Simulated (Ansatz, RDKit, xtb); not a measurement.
# C4H6F3NO: ranking a sample of isomers

Which of a sample of isomers of C4H6F3NO is the most stable in the gas at 298.15 K, and what are its properties? The sample is small against all isomers, and the most stable one of this formula need not be in it.

Plan: many cheap relaxations first (GFN2-xTB), then density-functional screening, relaxation at PBE-D3(BJ)/def2-SVP, vibrations (at GFN2-xTB) and a final energy. The numbers are computed, not measured.

**1. Possible bonding patterns**

Isomers were taken from a list of plausible structures; this is a sample, not all of them. That gives 4 candidates.

```csv
label,SMILES,spin
c011,NC(=O)[C@@H](CF)C(F)F,singlet
c164,N/C(O)=C(/CF)C(F)F,singlet
c423,N=C(O)[C@@H](CF)C(F)F,singlet
c521,N/C(O)=C(\CF)C(F)F,singlet
```

Candidates are built by distance geometry, with a force field where one applies, in up to four conformers (letters a to d).

Q: Predict the outcome of this search (final energies at CCSD(T)/def2-SVP + MP2/def2-TZVPP - MP2/def2-SVP).

| quantity | value |
| --- | --- |
| lowest structure found | NC(=O)[C@@H](CF)C(F)F, singlet |
| next finalist | N=C(O)[C@@H](CF)C(F)F, singlet, 12.7 kcal/mol higher in G |
| share at equilibrium, among the finalists | 100.0 % |

The search ends on `NC(=O)[C@@H](CF)C(F)F`. The margin of 12.7 kcal/mol over the next finalist is beyond the usual error of the last level; it says nothing of structures that weren't ranked. With 4 minima in the window unscreened, the next finalist need not be the second lowest, and margin and share hold for the finalists alone. GFN2-xTB, HF/STO-3G, r2SCAN-D4/def2-SVP, PBE-D3(BJ)/def2-SVP, HF/def2-SVP and MP2/def2-SVP already put its bonding pattern lowest among the structures in one piece. 4 minima inside the window were never screened. Lowest found is not proven lowest: the search is finite, and each finalist counts with one conformer. Only 4 drawn patterns were tried, so whole families of isomers are missing, and the result ranks only the part of this sample that was screened.
